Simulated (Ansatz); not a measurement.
# SrAs2Ru2: the cost of one run

Computed with Ansatz 0.2.0 (DFT PBEsol, scalar-relativistic, plane waves, PAW, unless a step's input says otherwise).

1 further run of the same task is left out (set aside as unsound or not needed).

**1. Starting point**

It takes space group I4/mmm (No. 139, tetragonal). Conventional cell: a = 4.166 Å, b = 4.166 Å, c = 10.956 Å, α = 90.00°, β = 90.00°, γ = 90.00°. Sr (site symmetry 4/mmm) is surrounded by 8 As at 3.32 Å and 8 Ru at 3.44 Å. As (site symmetry 4mm) is surrounded by 4 Ru at 2.41 Å and 4 Sr at 3.32 Å. Ru (site symmetry -4m2) has 4 As at 2.41 Å as nearest neighbours.

Structure file:

```cif
data_structure
_symmetry_space_group_name_H-M 'P 1'
_symmetry_Int_Tables_number 1
_cell_length_a 6.2201
_cell_length_b 6.2201
_cell_length_c 6.2201
_cell_angle_alpha 140.865
_cell_angle_beta 140.865
_cell_angle_gamma 56.542
_cell_volume 95.10
loop_
_atom_site_label
_atom_site_type_symbol
_atom_site_fract_x
_atom_site_fract_y
_atom_site_fract_z
_atom_site_occupancy
Sr1 Sr 0.00000 0.00000 0.00000 1
As1 As 0.63931 0.63931 0.00000 1
As2 As 0.36069 0.36069 0.00000 1
Ru1 Ru 0.25000 0.75000 0.50000 1
Ru2 Ru 0.75000 0.25000 0.50000 1
```

It goes back to an entry of the Materials Project.

It is the result of an earlier relaxation at this level (volume 19.02 Å³/atom; gap on the mesh: none (metal)).

**2. Relaxing to 0.001 eV/Å, with the smearing for a metal**

Response functions are second derivatives at a minimum, so forces and stress are first brought close to zero on the mesh and occupations that the response runs use.

input.yaml reads:

```yaml
crystal:
  lattice:
    - [-2.0832136352, 2.0832136352, 5.4781397889]
    - [2.0832136352, -2.0832136352, 5.4781397889]
    - [2.0832136352, 2.0832136352, -5.4781397889]
  atoms:
    - { symbol: Sr, position: [0.0, 0.0, 0.0] }
    - { symbol: As, position: [0.6393077782, 0.6393077782, 0.0] }
    - { symbol: As, position: [0.3606922218, 0.3606922218, 0.0] }
    - { symbol: Ru, position: [0.25, 0.75, 0.5] }
    - { symbol: Ru, position: [0.75, 0.25, 0.5] }
basis:
  ecutwfc: 420
kpoints:
  mp_grid: { grid: [12, 12, 12] }
hamiltonian:
  xc: pbesol
scf:
  occupations: { method: fermi_dirac, width: 0.15 }
output:
  forces: true
  stress: true
  eigenvalues: true
  write_density: true
  write_potential: true
  elf: true
  volumetric_format: npy
relax:
  adjacent_minimum: "off"
  f_tol: 0.001
  max_steps: 60
  cell: { stress_tol: 0.01 }
```

The run is started by

```sh
$ ansatz run input.yaml --threads 2 --pin off --max-ram 5120MiB --backend cpu --events-out ev --progress --plain --runs-dir out
```

Q: Estimate wall time and peak memory on 2 threads of Arm Neoverse N1, shared host.

About 4.5 min, with a peak of 0.87 GiB.
